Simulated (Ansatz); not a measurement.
# Zr2TiH6: the cost of one run

Computed with Ansatz 0.2.0 (DFT PBE, scalar-relativistic, plane waves, PAW, unless a step's input says otherwise).

## 1. The structure to begin with

Symmetry: P6/mmm, No. 191, hexagonal system. The conventional cell has a = 4.994 Å, b = 4.994 Å, c = 4.439 Å, α = 90.00°, β = 90.00°, γ = 120.00°. Zr (site symmetry -6m2) has 2 H at 1.52 Å in its first shell of neighbours. Ti (site symmetry 6/mmm) has 2 H at 1.73 Å in its first shell of neighbours. H (site symmetry 3m) has 1 H at 1.39 Å and 1 Zr at 1.52 Å in its first shell of neighbours. Around H (site symmetry 6mm) lie 1 H at 0.97 Å.

Coordinates:

```cif
data_structure
_symmetry_space_group_name_H-M 'P6/mmm'
_symmetry_Int_Tables_number 191
_cell_length_a 4.9938
_cell_length_b 4.9938
_cell_length_c 4.4389
_cell_angle_alpha 90.000
_cell_angle_beta 90.000
_cell_angle_gamma 120.000
_cell_volume 95.87
loop_
_atom_site_label
_atom_site_type_symbol
_atom_site_symmetry_multiplicity
_atom_site_Wyckoff_symbol
_atom_site_fract_x
_atom_site_fract_y
_atom_site_fract_z
_atom_site_occupancy
Zr1 Zr 2 d 0.33333 0.66667 0.50000 1
Ti1 Ti 1 a 0.00000 0.00000 0.00000 1
H1 H 4 h 0.33333 0.66667 0.15660 1
H2 H 2 e 0.00000 0.00000 0.39042 1
```

The cell is invented: random cell by space group and Wyckoff sites (P6/mmm, No. 191). The dimensions are guesses.

## 2. A first look at the guess

Input file input.yaml:

```yaml
crystal:
  lattice:
    - [4.99380658, 0.0, 0.0]
    - [-2.49690329, 4.32476336, 0.0]
    - [0.0, 0.0, 4.43885376]
  atoms:
    - { symbol: Zr, position: [0.33333333, 0.66666667, 0.5] }
    - { symbol: Zr, position: [0.66666667, 0.33333333, 0.5] }
    - { symbol: Ti, position: [0.0, 0.0, 0.0] }
    - { symbol: H, position: [0.33333333, 0.66666667, 0.15659904] }
    - { symbol: H, position: [0.66666667, 0.33333333, 0.15659904] }
    - { symbol: H, position: [0.66666667, 0.33333333, 0.84340096] }
    - { symbol: H, position: [0.33333333, 0.66666667, 0.84340096] }
    - { symbol: H, position: [0.0, 0.0, 0.39042119] }
    - { symbol: H, position: [0.0, 0.0, 0.60957881] }
basis:
  ecutwfc: 420
kpoints:
  mp_grid: { grid: [6, 6, 4] }
hamiltonian:
  xc: pbe
scf:
  occupations: { method: gaussian, width: 0.1 }
  lower_state_search: "off"
output:
  forces: true
  stress: true
  eigenvalues: true
```

Launch:

```bash
> ansatz run input.yaml --threads 1 --pin off --max-ram 2560MiB --backend cpu --events-out ev --progress --plain --runs-dir out
```

What time and memory should one allow on 1 thread of AMD EPYC 9R45 (Zen 5), shared host?

About 1.1 s, with a peak of 0.42 GiB.
